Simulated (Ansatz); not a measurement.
**MnPt2 in Ansatz: the effect of functional**

The system is MnPt2.

```
CELL_PARAMETERS angstrom
2.91447 0.00000 0.00000
-1.45723 2.52400 0.00000
0.00000 0.00000 6.66062
ATOMIC_POSITIONS crystal
Pt 0.66667 0.33333 0.31621
Pt 0.33333 0.66667 0.68379
Mn 0.00000 0.00000 0.00000
```

The cell comes from a database or a generator and needn't be the stable form of this composition.

The cell isn't the ideal one: volume scaled by 1.06.

Alike in all runs:

| Property | Result |
| --- | --- |
| Program | Ansatz 0.2.0 |
| Task | single point |
| Potentials or basis | Ansatz PAW |
| k mesh | 11 × 11 × 4 |
| Occupations | fermi-dirac, width 0.05 eV |
| Spin | collinear spin, ferromagnetic start |
| Starting moments | [0.0, 0.0, 4.0] μB |

```csv
functional,cutoff,pressure (GPa),moment (μB),largest force (eV/Å)
LDA,420 eV (not typed: the program's choice for these potentials),?,?,?
PBEsol,420 eV (not typed: the program's choice for these potentials),-17.3,4.66,0.09
r2SCAN,500 eV (not typed: the program's choice for these potentials),-11.9,4.83,0.10
```

Question: What does the run with functional LDA give?

Answer: Pressure -22.6 GPa; moment 4.55 μB; largest force 0.19 eV/Å.

Caveats: the PAW data sets come from PBE, with cores solved anew for the run's functional, which leaves a small shift of forces and pressure; the magnetic or orbital state may not be the lowest (some runs).
